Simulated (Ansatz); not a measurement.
# ClH6PSn: the cost of one run

Method: RHF/def2-SVP, in Ansatz 0.2.0.

### Step 1. The starting structure

Bond lengths: Sn1–H3 1.740 Å, Sn1–Cl4 2.408 Å, Sn1–H5 1.739 Å, Sn1–P6 2.760 Å, P6–H7 1.420 Å, P6–H8 1.420 Å. Angles: H3–Sn1–Cl4 109.5°, H3–Sn1–H5 109.5°, H3–Sn1–P6 75.6°, Cl4–Sn1–H5 109.5°, Cl4–Sn1–P6 64.5°, H5–Sn1–P6 173.5°, Sn1–P6–H7 109.5°, Sn1–P6–H8 109.5°, H7–P6–H8 109.4°.

Coordinates:

```xyz
9

Sn    0.0000    0.0000    0.0000
H     0.0000    0.0000    2.0900
H     1.6408    0.0000   -0.5794
Cl   -1.1351    1.9666   -0.8025
H    -0.8195   -1.4198   -0.5794
P     1.0347    2.4062    0.8703
H     2.1468    2.1645    1.7195
H     1.4523    3.1749   -0.2482
H     0.4063    0.9448    2.1074
```

### Step 2. Pulling towards end A

Springs on the bonds that form and break draw the guess towards this end; the thresholds are loose.

Contents of input.yaml:

```yaml
crystal:
  periodic: [false, false, false]
  atoms:
    - { symbol: Sn, position_ang: [0.0, 0.0, 0.0] }
    - { symbol: H, position_ang: [0.0, 0.0, 2.09] }
    - { symbol: H, position_ang: [1.6408, 0.0, -0.5794] }
    - { symbol: Cl, position_ang: [-1.1351, 1.9666, -0.8025] }
    - { symbol: H, position_ang: [-0.8195, -1.4198, -0.5794] }
    - { symbol: P, position_ang: [1.0347, 2.4062, 0.8703] }
    - { symbol: H, position_ang: [2.1468, 2.1645, 1.7195] }
    - { symbol: H, position_ang: [1.4523, 3.1749, -0.2482] }
    - { symbol: H, position_ang: [0.4063, 0.9448, 2.1074] }
basis:
  gaussian: { orbitals: def2-SVP }
hamiltonian:
  xc: hf
relax:
  f_tol: 0.15
  max_steps: 25
  restrain:
    - { distance: [0, 5], at: 3.66, k: 30.0 }
    - { distance: [8, 1], at: 1.86, k: 30.0 }
    - { distance: [0, 1], at: 1.74, k: 30.0 }
    - { distance: [8, 5], at: 1.42, k: 30.0 }
```

On the command line:

```sh
> ansatz run input.yaml --threads 1 --pin off --max-ram 2048MiB --backend cpu --events-out ev --progress --plain --runs-dir out
```

What time and memory should one allow on 1 thread of Arm Neoverse V1, shared host?

About 33 s, with a peak of 0.2 GiB.
